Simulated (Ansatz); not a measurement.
Run this with Ansatz 0.2.0 through its Python package and show what comes out.

The script, `albrfh_states.py`:
```python
"""Does a wider search find a lower mean-field state of AlBrFH?"""

import ansatz
import numpy as np

geometry_ang = [
    ("F", (0.8992, -0.8733, 1.4321)),
    ("Al", (0.1096, 0.0967, 0.0635)),
    ("Br", (-1.692, -0.8478, -1.2112)),
    ("H", (0.7386, 1.5641, -0.3047)),
]
system = ansatz.Crystal.molecule()
for symbol, xyz in geometry_ang:
    system = system.atom(symbol, xyz)
symbols = [site.symbol for site in system.cartesian_sites]

start = np.array([site.position_ang for site in system.cartesian_sites])
for factor in [1.0, 1.3]:
    xyz = (start - start.mean(axis=0)) * factor
    scaled = ansatz.Crystal.molecule()
    for symbol, place in zip(symbols, xyz):
        scaled = scaled.atom(symbol, place.tolist())
    calculation = scaled.calculation()
    calculation = calculation.basis(gaussian="def2-SVP")
    calculation = calculation.functional("pbe0")
    calculation = calculation.spin("collinear")
    for search in ("off", "standard"):
        try:
            rep = calculation.scf(lower_state_search=search).run(threads=1, pin="off").report
        except ansatz.AnsatzError as error:
            print(f"x{factor} search {search}: {type(error).__name__}")
            continue
        state = rep["mean_field"]["state"]
        print(f"all distances x{factor}, search {search:8s} E = {rep['free_energy_ev']:.5f} eV  <S^2> = {abs(state['spin_squared']):.3f}  other states met: {len(rep['mean_field']['others'])}")
```

Output of `python albrfh_states.py`:
```text
all distances x1.0, search off      E = -79352.76884 eV  <S^2> = 0.000  other states met: 0
all distances x1.0, search standard E = -79352.76884 eV  <S^2> = 0.000  other states met: 0
all distances x1.3, search off      E = -79346.97649 eV  <S^2> = 0.000  other states met: 0
all distances x1.3, search standard E = -79346.97649 eV  <S^2> = 0.000  other states met: 3
```

What to keep in mind:
- Total energies depend on the basis set; only differences at equal settings carry meaning.
- The count of other states can hold repeated and symmetry-equivalent ends of the search; scaling all distances is a test, and for more than two atoms no physical path.
- The geometry comes from a force field and isn't relaxed at this level.
- The whole script took 9.8 s on 1 thread of Intel(R) Xeon(R) 6975P-C (Granite Rapids), with other jobs on the host, peak memory 0.26 GiB.

(Lines on the test bed's own set-up are left out of the output.)
